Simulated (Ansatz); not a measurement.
# BrCl2FHf: an energy map over bond length F1–Hf2 and angle Cl4–Hf2–F1

Aim: map the energy of BrCl2FHf, SMILES [F][Hf]([Cl])([Cl])[Br] over two coordinates, and find its wells, ridges and stiffness.

The runs use Ansatz 0.2.0; RHF-MP2, frozen core/def2-SVP.

## 1. The system as given

SMILES `[F][Hf]([Cl])([Cl])[Br]`, 5 atoms, charge 0, spin multiplicity 1.

Atoms are counted from 1 here; the program's logs count them from 0.

Bond lengths: F1–Hf2 1.901 Å, Hf2–Cl3 2.342 Å, Hf2–Cl4 2.342 Å, Hf2–Br5 2.491 Å. Angles: F1–Hf2–Cl3 109.1°, F1–Hf2–Cl4 109.0°, F1–Hf2–Br5 108.9°, Cl3–Hf2–Cl4 110.2°, Cl3–Hf2–Br5 109.8°, Cl4–Hf2–Br5 109.8°.

As a file:

| atom | x (Å) | y (Å) | z (Å) |
| --- | --- | --- | --- |
| F1 | -0.35335 | -0.36945 | 1.91366 |
| Hf2 | -0.00658 | -0.05934 | 0.07052 |
| Cl3 | 1.98581 | -1.13682 | -0.52548 |
| Cl4 | -1.78913 | -0.90099 | -1.19432 |
| Br5 | 0.21316 | 2.39291 | -0.30578 |

This geometry comes from a loose relaxation at PBE in a small basis, which is not shown.

## 3. Setting up the map

The axes are (1) bond length F1–Hf2: 11 values from 1.592 to 2.463 Å; (2) angle Cl4–Hf2–F1: 11 values from 84 to 134 °.

Nothing else is relaxed (all other coordinates rigid). Energies count from the relaxed molecule at the same level.

(The set-up runs are not shown.)

## 4. Point bond length F1–Hf2 = 1.853 Å, angle Cl4–Hf2–F1 = 109°

The input, input.yaml:

```yaml
crystal:
  periodic: [false, false, false]
  atoms:
    - { symbol: F, position_ang: [-0.351952, -0.373852, 1.906447] }
    - { symbol: Hf, position_ang: [-0.014204, -0.062564, 0.111277] }
    - { symbol: Cl, position_ang: [1.958406, -1.138976, -0.483591] }
    - { symbol: Cl, position_ang: [-1.777436, -0.904958, -1.147729] }
    - { symbol: Br, position_ang: [0.205532, 2.379187, -0.267709] }
basis:
  gaussian: { orbitals: def2-SVP }
hamiltonian:
  xc: hf
output:
  forces: true
correlation:
  method: mp2
```

Command:

```console
$ ansatz run input.yaml --threads 1 --pin off --max-ram 2560MiB --backend cpu --events-out ev --progress --plain --runs-dir out
```

The session goes on with these runs: the other points that were computed.

Before running it: what results should come out? Wanted: lowest point; highest computed point; largest force on an atom.

**Answer**, as computed:

```
                       quantity                                                                                                                                                   value
                   lowest point                                                                                       bond length F1–Hf2 = 1.853 Å, angle Cl4–Hf2–F1 = 109°, 2.7 kJ/mol
         highest computed point                                                                      bond length F1–Hf2 = 1.592 Å, angle Cl4–Hf2–F1 = 134°, 276 kJ/mol above the lowest
largest force on an atom (eV/Å)  0.9 at bond length F1–Hf2 = 1.940 Å, angle Cl4–Hf2–F1 = 134° to 21.4 at bond length F1–Hf2 = 1.592 Å, angle Cl4–Hf2–F1 = 134°; 1.4 at the lowest point
        time for the whole task                                                                                                                         21 min on 1 thread, shared host
```

In words: The lowest computed point is at bond length F1–Hf2 = 1.853 Å, angle Cl4–Hf2–F1 = 109°, 2.7 kJ/mol from the relaxed molecule at the same level. The grid is coarse, so the lowest point of the scanned range may lie between grid points; coordinates that were held can hide deeper minima. The grid shows no well of another kind. The highest computed point, bond length F1–Hf2 = 1.592 Å, angle Cl4–Hf2–F1 = 134°, lies 276 kJ/mol above the lowest. Round the minimum the two coordinates are nearly uncoupled.
